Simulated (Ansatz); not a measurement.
# CH5FSeSn: basis-set convergence

How large a basis does CH5FSeSn need? Two functionals are run in growing sets.

The runs use Ansatz 0.2.0, Gaussian basis; one geometry, several basis sets.

Plan: PBE0-D4/def2-SVP; ωB97M-V/def2-SVP; PBE0-D4/def2-QZVPP; ωB97M-V/def2-QZVPP; the functionals' def2-TZVPP values are taken from earlier runs.

## Step 1: The geometry

An earlier PBE0-D4 in a triple-zeta def2 set relaxation fixed the geometry. Sn takes the def2 core potential; no spin-orbit term is included.

9 atoms, charge 0, spin multiplicity 1.

Atoms are counted from 1 here; the program's logs count them from 0.

Bond lengths: C1–Sn2 2.122 Å, C1–H5 1.090 Å, C1–H6 1.089 Å, C1–H7 1.090 Å, Sn2–F3 1.930 Å, Sn2–Se4 2.515 Å, Sn2–H8 1.703 Å, Se4–H9 1.469 Å. Angles: Sn2–C1–H5 110.0°, Sn2–C1–H6 108.7°, Sn2–C1–H7 109.2°, H5–C1–H6 109.7°, H5–C1–H7 109.9°, H6–C1–H7 109.4°, C1–Sn2–F3 103.6°, C1–Sn2–Se4 113.0°, C1–Sn2–H8 119.0°, F3–Sn2–Se4 107.5°, F3–Sn2–H8 104.3°, Se4–Sn2–H8 108.4°, Sn2–Se4–H9 91.5°.

## Step 2: PBE0-D4 in def2-SVP

The input, in.yaml:

```yaml
crystal:
  periodic: [false, false, false]
  atoms:
    - {symbol: C, position_ang: [-0.182637, 0.559160, -1.219977]}
    - {symbol: Sn, position_ang: [0.506741, -0.700773, 0.342123]}
    - {symbol: F, position_ang: [2.156104, 0.131829, 0.900232]}
    - {symbol: Se, position_ang: [-1.033278, -0.731838, 2.329872]}
    - {symbol: H, position_ang: [-1.139651, 0.198168, -1.595299]}
    - {symbol: H, position_ang: [-0.299308, 1.568890, -0.827948]}
    - {symbol: H, position_ang: [0.552142, 0.565967, -2.024743]}
    - {symbol: H, position_ang: [0.946878, -2.305190, -0.023058]}
    - {symbol: H, position_ang: [-1.418391, 0.667487, 2.101598]}
basis:
  gaussian: {orbitals: def2-SVP}
hamiltonian: {xc: pbe0, dispersion: d4}
output: {orbitals: {seedname: orbitals}}
```

Command:

```sh
ansatz run in.yaml --threads 4 --pin off --events-out ev --progress --plain --max-ram 10444MiB
```

Further steps of the session: ωB97M-V in def2-SVP; PBE0-D4 in def2-QZVPP; ωB97M-V in def2-QZVPP.

**Question.** What will the summary of the whole plan be? Wanted: PBE0-D4: double and triple zeta above quadruple; ωB97M-V: double and triple zeta above quadruple.

The runs gave:

| quantity | value |
| --- | --- |
| PBE0-D4: double and triple zeta above quadruple | 14.80, 1.67 eV |
| ωB97M-V: double and triple zeta above quadruple | 14.91, 1.62 eV |

PBE0-D4 gains 13.13 eV from double to triple zeta, then 1.67 eV more. These are total energies; as a rule much of such shifts cancels in differences, which this series doesn't test. The LUMO of ωB97M-V is positive and keeps falling with the basis (1.45 to 0.80 eV): an unbound level that the basis holds in place.
